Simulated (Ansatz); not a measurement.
**HBr+ (doublet): how energies converge with the basis set**

How large a basis does HBr+ (doublet) need? Two functionals are run in growing sets.

Computed with Ansatz 0.2.0, Gaussian basis. Level: one geometry, several basis sets.

The runs, in order: PBE0-D4/def2-SVP; ωB97M-V/def2-SVP; PBE0-D4/def2-QZVPP; ωB97M-V/def2-QZVPP; the functionals' def2-TZVPP values are taken from earlier runs.

**1. The relaxed structure**

The geometry comes from an earlier relaxation with PBE0-D4 in a triple-zeta def2 set; it is a stationary point.

SMILES `[BrH+]`, 2 atoms, charge 1, spin multiplicity 2.

Atoms are counted from 1 here; the program's logs count them from 0.

Bond lengths: Br1–H2 1.455 Å.

**2. PBE0-D4 in def2-SVP**

The input, in.yaml:

```yaml
crystal:
  periodic: [false, false, false]
  atoms:
    - {symbol: Br, position_ang: [-0.617916, 0.223358, -0.312460]}
    - {symbol: H, position_ang: [0.617916, -0.223358, 0.312460]}
basis:
  gaussian: {orbitals: def2-SVP}
total_charge: 1
magnetization: {spin_polarized: true, initial_magnetization: 1}
hamiltonian: {xc: pbe0, dispersion: d4}
output: {orbitals: {seedname: orbitals}}
```

Launch:

```console
> ansatz run in.yaml --threads 2 --pin off --events-out ev --progress --plain --max-ram 32768MiB --backend cpu
```

The runs that follow: ωB97M-V in def2-SVP; PBE0-D4 in def2-QZVPP; ωB97M-V in def2-QZVPP.

Q: Predict the results of all the runs planned. Wanted: PBE0-D4: double and triple zeta above quadruple; ωB97M-V: double and triple zeta above quadruple.

The runs gave:

```
                                       quantity          value
PBE0-D4: double and triple zeta above quadruple  9.98, 1.44 eV
ωB97M-V: double and triple zeta above quadruple  9.90, 1.39 eV
```

In words: For PBE0-D4 the step from double to triple zeta gains 8.54 eV and the next only 1.44 eV. These are total energies; as a rule much of such shifts cancels in differences, which this series doesn't test.
